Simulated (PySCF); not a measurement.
**C6H9BO: runs on many settings**

Which settings matter for C6H9BO (`CB(C)c1ccco1`)?

The runs use PySCF 2.14.0, with density-fitted response routines of our own; the level of theory stands in each step. All values are computed, except where a source is named. Atoms are numbered from 0 throughout.

## Step 1: Starting geometry

17 atoms, charge 0, multiplicity 1; geometry from: GFN2-xTB.

Bonds of the start (Å): C0–B1 1.58, B1–C2 1.58, B1–C3 1.54, C3–C4 1.38, C4–C5 1.41, C5–C6 1.37, C6–O7 1.33, O7–C3 1.37, C0–H8 1.09, C0–H9 1.09, C0–H10 1.09, C2–H11 1.09, C2–H12 1.09, C2–H13 1.09, C4–H14 1.07, C5–H15 1.07, C6–H16 1.07.

## Step 2: Shielding tensors: PBE0/pcSseg-1

Job settings and geometry (Å):

```
{"job": {"kind": "nmr", "xc": "PBE0", "basis": "pcSseg-1"}, "charge": 0, "multiplicity": 1}
C     -1.604346     1.601035    -0.258984
B     -0.993986     0.165793    -0.020443
C     -1.941976    -1.077853     0.192420
C      0.532323    -0.019726     0.003966
C      1.317119    -1.148297     0.154664
C      2.660620    -0.739310     0.096895
C      2.620410     0.613994    -0.086971
O      1.366237     1.051113    -0.142698
H     -0.944510     2.408101     0.049723
H     -1.777624     1.737068    -1.327591
H     -2.568550     1.740176     0.225214
H     -2.191702    -1.154926     1.251183
H     -1.496027    -2.027016    -0.091715
H     -2.887551    -0.976160    -0.335259
H      0.961639    -2.149410     0.291498
H      3.535883    -1.351610     0.178845
H      3.405042     1.339059    -0.190658
```

Level: GIAO PBE0/pcSseg-1 NMR shielding, non-relativistic, gas phase.

Command:

```sh
$ OMP_NUM_THREADS=1 python probes_run.py task.json out
```

This one command runs all jobs of the session in turn.

The program printed:

```text
coarse grid: 14272 points
cycle   1  E = -333.5584638951  dE =  1.239e+00  |g| = 5.675e-01  |ddm| = 3.680e+00
cycle   2  E = -333.5292881280  dE =  2.918e-02  |g| = 6.904e-01  |ddm| = 1.038e+00
cycle   3  E = -333.6348346032  dE = -1.055e-01  |g| = 1.308e-01  |ddm| = 5.866e-01
cycle   4  E = -333.6380735999  dE = -3.239e-03  |g| = 4.566e-02  |ddm| = 1.157e-01
cycle   5  E = -333.6385091052  dE = -4.355e-04  |g| = 1.354e-02  |ddm| = 4.544e-02
cycle   6  E = -333.6385524413  dE = -4.334e-05  |g| = 4.642e-03  |ddm| = 1.581e-02
cycle   7  E = -333.6385574185  dE = -4.977e-06  |g| = 1.357e-03  |ddm| = 4.411e-03
final grid: 138016 points
cycle   8  E = -333.6927043835  dE = -3.485e-05  |g| = 1.151e-02  |ddm| = 3.550e-02
cycle   9  E = -333.6926720760  dE =  3.231e-05  |g| = 1.750e-02  |ddm| = 1.753e-02
cycle  10  E = -333.6927301923  dE = -5.812e-05  |g| = 2.861e-03  |ddm| = 1.150e-02
cycle  11  E = -333.6927320840  dE = -1.892e-06  |g| = 2.431e-04  |ddm| = 2.501e-03
cycle  12  E = -333.6927320925  dE = -8.502e-09  |g| = 1.496e-04  |ddm| = 2.899e-04
cycle  13  E = -333.6927320981  dE = -5.614e-09  |g| = 1.672e-05  |ddm| = 1.355e-04
cycle  14  E = -333.6927320982  dE = -6.503e-11  |g| = 5.664e-06  |ddm| = 2.194e-05
converged SCF energy = -333.6927320982

GIAO shielding tensors (ppm)
atom      isotropic    diamagn.    paramagn.     s11        s22        s33       span
  0 C      176.941     252.699     -75.758    158.099    182.161    190.564     32.466
  1 B       34.456     188.010    -153.554    -33.375     16.749    119.995    153.370
  2 C      176.844     253.689     -76.846    160.233    180.361    189.936     29.703
  3 C       15.719     255.391    -239.673    -66.883     15.236     98.802    165.685
  4 C       51.998     255.104    -203.106    -43.779     38.616    161.159    204.938
  5 C       68.412     258.678    -190.266    -19.294     63.390    161.140    180.434
  6 C       31.692     250.956    -219.264    -52.977     40.637    107.416    160.393
  7 O       12.647     398.350    -385.703   -156.017    -70.642    264.600    420.617
  8 H       30.023      31.666      -1.642     24.639     29.766     35.665     11.026
  9 H       31.051      30.029       1.022     27.113     29.078     36.961      9.848
 10 H       30.800      29.985       0.814     26.530     30.049     35.820      9.291
 11 H       30.963      30.463       0.500     27.133     29.016     36.739      9.606
 12 H       30.514      32.714      -2.200     25.346     30.173     36.023     10.677
 13 H       30.673      30.225       0.448     26.365     29.953     35.702      9.337
 14 H       23.975      33.665      -9.690     21.585     22.761     27.579      5.994
 15 H       24.872      31.367      -6.496     22.946     25.726     25.942      2.996
 16 H       23.814      29.510      -5.696     20.839     24.950     25.654      4.815
```

Wall time 30 s (1 thread of Intel Xeon 6975P-C, shared host); peak memory 0.81 GiB.

Shifts follow as δ = σ(reference) − σ, with reference shieldings (ppm) from runs at the same level and on the same kind of geometry: 1H TMS 31.72, 13C TMS 186.9, 17O H2O 336.1, 11B BF3·OEt2 100.1. The references are single molecules in the gas phase, so shifts against H2O, NH3, PH3, H3PO4 or CFCl3 are not on the usual liquid scales and can be off by tens of ppm. Atoms listed in one row are averaged.

```tsv
atoms	environment	σ (ppm)	δ (ppm)	δ scaled to CDCl3
C3	substituted aromatic carbon next to the ring oxygen	15.7	171.2	165.2
C6	aromatic CH next to the ring oxygen	31.7	155.2	149.6
C4	aromatic CH	52.0	134.9	129.8
C5	aromatic CH	68.4	118.5	113.8
C0, C2	methyl carbon bonded to B	176.9	10.0	7.9
H16	hydrogen on an aromatic CH next to the ring oxygen	23.81	7.90	7.56
H14	hydrogen on an aromatic CH	23.98	7.74	7.40
H15	hydrogen on an aromatic CH	24.87	6.85	6.56
H8, H9, H10, H11, H12, H13	hydrogen on a methyl carbon bonded to B	30.67	1.05	1.09
B1	boron bonded to 3 C	34.5	65.6	–
O7	aromatic ring oxygen	12.6	323.4	–
```

The scaled column applies a straight-line fit of computed shieldings to shifts measured in CDCl3 (root-mean-square error 0.16 ppm for H, 1.9 ppm for C).

Charges from the same density, by scheme (e):

```tsv
atoms	Mulliken	IAO	Hirshfeld	ESP fit
C0, C2	-0.52	-0.57	-0.20	-0.69
B1	0.45	0.27	0.17	0.62
C3	0.01	0.02	-0.03	-0.08
C4	-0.12	-0.17	-0.06	-0.18
C5	-0.17	-0.23	-0.09	-0.26
C6	0.18	0.04	0.03	0.01
O7	-0.38	-0.22	-0.05	-0.14
```

Mayer bond orders: C0–B1 1.05, B1–C2 1.04, B1–C3 1.02, C3–C4 1.51, C4–C5 1.32, C5–C6 1.54, C6–O7 1.14, O7–C3 0.96.

Ring of atoms C3, C4, C5, C6, O7: NICS(0) -10.7, NICS(1) -10.5, NICS(1)zz -27.1 ppm (means of both faces).

The fields below are evaluated on a grid from the run's orbitals.

Frontier orbitals at PBE0/pcSseg-1, with the share of their density that lies nearest to each atom:

```tsv
orbital	energy (eV)	lies on
HOMO	-6.89	C3 34 %; C6 27 %; C4, C5 about 11 % each
LUMO	-1.28	B1 34 %; C4, C6 about 13 % each; C3 10 %
```

ELF in a plane through or near 11 of the atoms.

Values, 10 rows by 14 columns:
```
0.00 0.00 0.00 0.00 0.00 0.00 0.00 0.00 0.00 0.00 0.00 0.00 0.00 0.00
0.00 0.00 0.00 0.00 0.00 0.00 0.00 0.00 0.03 0.01 0.00 0.00 0.00 0.00
0.00 0.00 0.03 0.85 0.15 0.07 0.12 0.31 0.96 0.32 0.06 0.00 0.00 0.00
0.00 0.00 0.72 1.00 0.87 0.72 0.90 0.04 0.81 0.30 0.91 0.27 0.00 0.00
0.00 0.00 0.01 0.33 0.54 0.70 0.79 0.55 0.94 0.68 0.73 0.10 0.00 0.00
0.00 0.00 0.75 0.80 0.42 0.46 0.33 0.87 0.16 0.56 0.15 0.02 0.00 0.00
0.00 0.00 0.99 0.99 0.49 0.31 0.58 0.04 0.63 0.40 0.94 0.40 0.00 0.00
0.00 0.00 0.03 0.06 0.02 0.99 0.98 0.19 0.98 0.53 0.17 0.02 0.00 0.00
0.00 0.00 0.00 0.00 0.00 0.22 0.09 0.01 0.35 0.07 0.00 0.00 0.00 0.00
0.00 0.00 0.00 0.00 0.00 0.00 0.00 0.00 0.00 0.00 0.00 0.00 0.00 0.00
```
The map spans 12.5 Å across and 9.7 Å up, centred on the molecule. Atoms in the plane (x, y in Å): C0 (1.8, 1.4), B1 (1.0, 0.1), C2 (1.8, -1.3), C3 (-0.5, 0.0), C4 (-1.4, -1.0), C5 (-2.7, -0.4), C6 (-2.5, 0.9), O7 (-1.2, 1.2), H14 (-1.2, -2.0), H15 (-3.7, -1.0), H16 (-3.2, 1.7).

log10 of the density (e/Å³) in the same plane.

Ten even steps from '0' (-4.0) to '9' (2.1):
```
0000000000000000000000000000
0000000000000000000000000000
0000000000000012222110000000
0000011111111123333221000000
0000233333333334554332100000
0001345544454445665543210000
0002356666676545677654320000
0002356676797545687654320000
0002345686777666666554310000
0002345676667766765443210000
0013456786667766665543210000
0013567777776656666654310000
0013456666776545688654320000
0012344445676445676654310000
0001223334565445665443210000
0000111223444334554332100000
0000000012232223333211000000
0000000000111111221100000000
0000000000000000000000000000
0000000000000000000000000000
```
The map spans 12.5 Å across and 9.7 Å up, centred on the molecule. Atoms in the plane (x, y in Å): C0 (1.8, 1.4), B1 (1.0, 0.1), C2 (1.8, -1.3), C3 (-0.5, 0.0), C4 (-1.4, -1.0), C5 (-2.7, -0.4), C6 (-2.5, 0.9), O7 (-1.2, 1.2), H14 (-1.2, -2.0), H15 (-3.7, -1.0), H16 (-3.2, 1.7).

On the surface of density 0.002 e/bohr³ the electrostatic potential runs, from the 1st to the 99th percentile, from -0.84 V near O7 to 1.16 V near H16.

## Step 3: TDDFT and polarisability: PBE0/def2-SVPD

Same as in step 2 but for these lines:

```diff
@@ -1,2 +1,2 @@
-{"job": {"kind": "nmr", "xc": "PBE0", "basis": "pcSseg-1"}, "charge": 0, "multiplicity": 1}
+{"job": {"kind": "uv", "xc": "PBE0", "basis": "def2-SVPD", "nstates": 6, "ntriplets": 2}, "charge": 0, "multiplicity": 1}
 C     -1.604346     1.601035    -0.258984
```

Level: TDDFT PBE0/def2-SVPD, vertical, gas phase, core orbitals frozen in the response.

The program printed:

```text
coarse grid: 14272 points
cycle   1  E = -333.3766918656  dE =  1.168e+00  |g| = 5.455e-01  |ddm| = 8.963e+00
cycle   2  E = -333.3444447495  dE =  3.225e-02  |g| = 6.757e-01  |ddm| = 2.028e+00
cycle   3  E = -333.4500004011  dE = -1.056e-01  |g| = 1.301e-01  |ddm| = 1.148e+00
cycle   4  E = -333.4533756040  dE = -3.375e-03  |g| = 4.588e-02  |ddm| = 2.836e-01
cycle   5  E = -333.4538383312  dE = -4.627e-04  |g| = 1.362e-02  |ddm| = 1.220e-01
cycle   6  E = -333.4538834146  dE = -4.508e-05  |g| = 4.602e-03  |ddm| = 4.210e-02
cycle   7  E = -333.4538884234  dE = -5.009e-06  |g| = 1.381e-03  |ddm| = 1.077e-02
final grid: 138016 points
cycle   8  E = -333.5070203109  dE = -3.867e-05  |g| = 1.058e-02  |ddm| = 1.880e-01
cycle   9  E = -333.5069931332  dE =  2.718e-05  |g| = 1.584e-02  |ddm| = 4.039e-02
cycle  10  E = -333.5070434937  dE = -5.036e-05  |g| = 2.736e-03  |ddm| = 2.424e-02
cycle  11  E = -333.5070452879  dE = -1.794e-06  |g| = 2.260e-04  |ddm| = 5.949e-03
cycle  12  E = -333.5070452959  dE = -8.000e-09  |g| = 1.431e-04  |ddm| = 8.105e-04
cycle  13  E = -333.5070453011  dE = -5.186e-09  |g| = 1.709e-05  |ddm| = 3.537e-04
cycle  14  E = -333.5070453012  dE = -7.549e-11  |g| = 4.228e-06  |ddm| = 6.213e-05
converged SCF energy = -333.5070453012

Static polarisability (au): isotropic 89.089, principal 59.236 87.859 120.172

Singlet excitations
state   eV       nm        f      main configurations
  1   5.0430    245.9   0.38854   H->L 0.97
  2   5.7734    214.8   0.00092   H-2->L 0.98
  3   6.0184    206.0   0.02278   H-1->L 0.87, H->L+2 0.10
  4   6.1723    200.9   0.00152   H-3->L 0.97
  5   6.3999    193.7   0.00008   H->L+1 0.95
  6   7.1050    174.5   0.01710   H->L+3 0.93

Triplet excitations (Tamm-Dancoff, eV): 3.2985 4.8532
```

It took 45 s on 1 thread of Intel Xeon 6975P-C, shared host; peak memory 0.94 GiB.

The orbitals next to the gap, with their largest atomic shares:

```tsv
orbital	eV	atoms
HOMO−3	-9.07	B1 22 %, C2 20 %, C3 17 %
HOMO−2	-8.67	C0 30 %, B1 25 %, C2 19 %
HOMO−1	-8.30	C5 28 %, C4 28 %, O7 24 %
HOMO	-6.90	C3 29 %, C6 24 %, C5 14 %
LUMO	-1.32	B1 25 %, C4 14 %, C3 13 %
LUMO+1	0.52	B1 40 %, C2 6 %, C0 6 %
LUMO+2	1.01	C5 29 %, C6 22 %, O7 10 %
```

With each of the 6 states as a Gaussian band of 0.4 eV half-width at 1/e, the curve within the window shown has maxima at 245 nm (ε 16,000), 174 nm (ε 690) L/(mol cm). Beyond the last state computed it falls off for lack of states. The curve at chosen wavelengths:

(nm, ε (L/mol/cm)): (167, 395), (171, 626), (176, 669), (180, 506), (185, 302), (189, 290), (194, 493), (198, 743), (203, 987), (207, 1058), (211, 1098), (216, 1435), (220, 2292), (225, 4468), (229, 7074), (234, 10830), (238, 13506), (242, 15250), (247, 15633), (251, 14549), (256, 12004), (260, 9560), (265, 6625), (269, 4657), (274, 2806), (278, 1785)

Leading natural transition orbitals of singlet state 1: the hole lies on C3, C6 about 29 % each; C5 14 %; C4 8 %; the particle on B1 37 %; C4 14 %; C3, C6 about 8 % each.

Further results of this job:

```tsv
property	computed
dipole moment (D)	1.27
polarisability (Å³)	13.20
HOMO–LUMO gap (eV)	5.58
−ε(HOMO) (eV)	6.90
```

## Step 4: Excited states and response: HF/def2-SVPD in water

Same as in step 3 but for these lines:

```diff
@@ -1,2 +1,2 @@
-{"job": {"kind": "uv", "xc": "PBE0", "basis": "def2-SVPD", "nstates": 6, "ntriplets": 2}, "charge": 0, "multiplicity": 1}
+{"job": {"kind": "uv", "xc": "HF", "basis": "def2-SVPD", "solvent": "water", "nstates": 12, "ntriplets": 2, "tda": false}, "charge": 0, "multiplicity": 1}
 C     -1.604346     1.601035    -0.258984
```

With the program's defaults for keys left out, this is: TDDFT HF/def2-SVPD, vertical, IEF-PCM water (non-equilibrium linear response), core orbitals frozen in the response.

The program printed:

```text
final grid: 138016 points
cycle   1  E = -331.6566883777  dE =  2.131e+00  |g| = 5.511e-01  |ddm| = 6.983e+00
cycle   2  E = -331.7498534852  dE = -9.317e-02  |g| = 2.099e-01  |ddm| = 1.499e+00
cycle   3  E = -331.7604237453  dE = -1.057e-02  |g| = 8.797e-02  |ddm| = 7.136e-01
cycle   4  E = -331.7624812648  dE = -2.058e-03  |g| = 1.693e-02  |ddm| = 2.655e-01
cycle   5  E = -331.7625796000  dE = -9.834e-05  |g| = 5.536e-03  |ddm| = 5.264e-02
cycle   6  E = -331.7625979713  dE = -1.837e-05  |g| = 1.649e-03  |ddm| = 2.265e-02
cycle   7  E = -331.7626017246  dE = -3.753e-06  |g| = 7.901e-04  |ddm| = 8.823e-03
cycle   8  E = -331.7626023594  dE = -6.348e-07  |g| = 3.097e-04  |ddm| = 3.561e-03
cycle   9  E = -331.7626024972  dE = -1.378e-07  |g| = 1.125e-04  |ddm| = 1.828e-03
cycle  10  E = -331.7626025114  dE = -1.418e-08  |g| = 4.029e-05  |ddm| = 5.893e-04
cycle  11  E = -331.7626025132  dE = -1.776e-09  |g| = 2.152e-05  |ddm| = 1.930e-04
cycle  12  E = -331.7626025137  dE = -5.040e-10  |g| = 7.417e-06  |ddm| = 1.196e-04
converged SCF energy = -331.7626025137

Static polarisability (au): isotropic 112.947, principal 81.668 113.267 143.905

Singlet excitations
state   eV       nm        f      main configurations
  1   5.2194    237.5   0.42565   H->L+1 0.93
  2   6.6290    187.0   0.00013   H->L 0.71, H->L+2 0.14
  3   7.2475    171.1   0.00101   H-2->L+1 0.74
  4   7.3016    169.8   0.06374   H-1->L+1 0.83
  5   7.6103    162.9   0.00294   H-3->L+1 0.75
  6   7.7324    160.3   0.07773   H->L+2 0.63, H->L 0.08
  7   7.8255    158.4   0.36116   H->L+8 0.56, H->L+7 0.23
  8   8.0949    153.2   0.00000   H->L+3 0.80
  9   8.6331    143.6   0.00531   H->L+6 0.42, H->L+13 0.15, H->L+5 0.15
 10   8.6468    143.4   0.03229   H->L+7 0.49, H->L+8 0.16
 11   8.7369    141.9   0.01021   H->L+4 0.24, H->L+6 0.21, H->L+13 0.09
 12   8.8200    140.6   0.04551   H-1->L 0.43, H-1->L+2 0.12

Triplet excitations (Tamm-Dancoff, eV): 2.9241 4.8913
```

Wall time 19 s (1 thread of Intel Xeon 6975P-C, shared host); peak memory 0.88 GiB.

In short: HOMO -8.79 eV, LUMO 2.07 eV; lowest singlet 5.22 eV.

## Step 5: Shielding tensors: HSE06/pcSseg-1

Same as in step 4 but for these lines:

```diff
@@ -1,2 +1,2 @@
-{"job": {"kind": "uv", "xc": "HF", "basis": "def2-SVPD", "solvent": "water", "nstates": 12, "ntriplets": 2, "tda": false}, "charge": 0, "multiplicity": 1}
+{"job": {"kind": "nmr", "xc": "HSE06", "basis": "pcSseg-1", "pop": false, "scf": {"conv": 1e-07}, "grid": 3}, "charge": 0, "multiplicity": 1}
 C     -1.604346     1.601035    -0.258984
```

With the program's defaults for keys left out, this is: GIAO HSE06/pcSseg-1 NMR shielding, non-relativistic, gas phase.

The program printed:

```text
final grid: 201112 points
cycle   1  E = -333.6336324316  dE =  1.179e+00  |g| = 5.952e-01  |ddm| = 3.692e+00
cycle   2  E = -333.5804941730  dE =  5.314e-02  |g| = 7.728e-01  |ddm| = 1.170e+00
cycle   3  E = -333.7165397361  dE = -1.360e-01  |g| = 1.580e-01  |ddm| = 7.082e-01
cycle   4  E = -333.7216289811  dE = -5.089e-03  |g| = 5.122e-02  |ddm| = 1.490e-01
cycle   5  E = -333.7222004556  dE = -5.715e-04  |g| = 1.652e-02  |ddm| = 5.412e-02
cycle   6  E = -333.7222676944  dE = -6.724e-05  |g| = 5.376e-03  |ddm| = 1.965e-02
cycle   7  E = -333.7222743875  dE = -6.693e-06  |g| = 2.017e-03  |ddm| = 5.526e-03
cycle   8  E = -333.7222750472  dE = -6.598e-07  |g| = 2.537e-04  |ddm| = 1.786e-03
cycle   9  E = -333.7222750591  dE = -1.183e-08  |g| = 1.175e-04  |ddm| = 3.000e-04
converged SCF energy = -333.7222750591

GIAO shielding tensors (ppm)
atom      isotropic    diamagn.    paramagn.     s11        s22        s33       span
  0 C      176.391     252.561     -76.169    157.624    181.560    189.990     32.366
  1 B       34.319     188.157    -153.838    -33.274     16.815    119.417    152.691
  2 C      176.293     253.552     -77.259    159.769    179.730    189.381     29.613
  3 C       14.585     255.359    -240.775    -68.237     13.993     97.998    166.235
  4 C       51.141     255.179    -204.039    -44.925     37.845    160.502    205.427
  5 C       67.500     258.699    -191.198    -20.444     62.447    160.497    180.941
  6 C       30.667     251.020    -220.353    -54.137     39.517    106.621    160.758
  7 O       11.299     398.461    -387.161   -157.400    -72.399    263.697    421.096
  8 H       30.037      31.667      -1.630     24.667     29.781     35.662     10.995
  9 H       31.059      30.036       1.023     27.138     29.094     36.944      9.806
 10 H       30.814      29.986       0.828     26.558     30.067     35.817      9.259
 11 H       30.971      30.471       0.500     27.157     29.032     36.723      9.566
 12 H       30.529      32.718      -2.189     25.373     30.192     36.021     10.648
 13 H       30.687      30.226       0.461     26.393     29.971     35.698      9.305
 14 H       23.994      33.667      -9.673     21.615     22.757     27.611      5.997
 15 H       24.886      31.342      -6.456     22.971     25.714     25.974      3.003
 16 H       23.830      29.509      -5.679     20.865     24.940     25.686      4.820
```

Wall time 40 s (1 thread of Intel Xeon 6975P-C, shared host); peak memory 0.93 GiB.

This run: δ C3 171.6, C6 155.6, C4 135.1, C5 118.7, H16 7.89, H14 7.72 ppm.

[end of part 1 of 2]
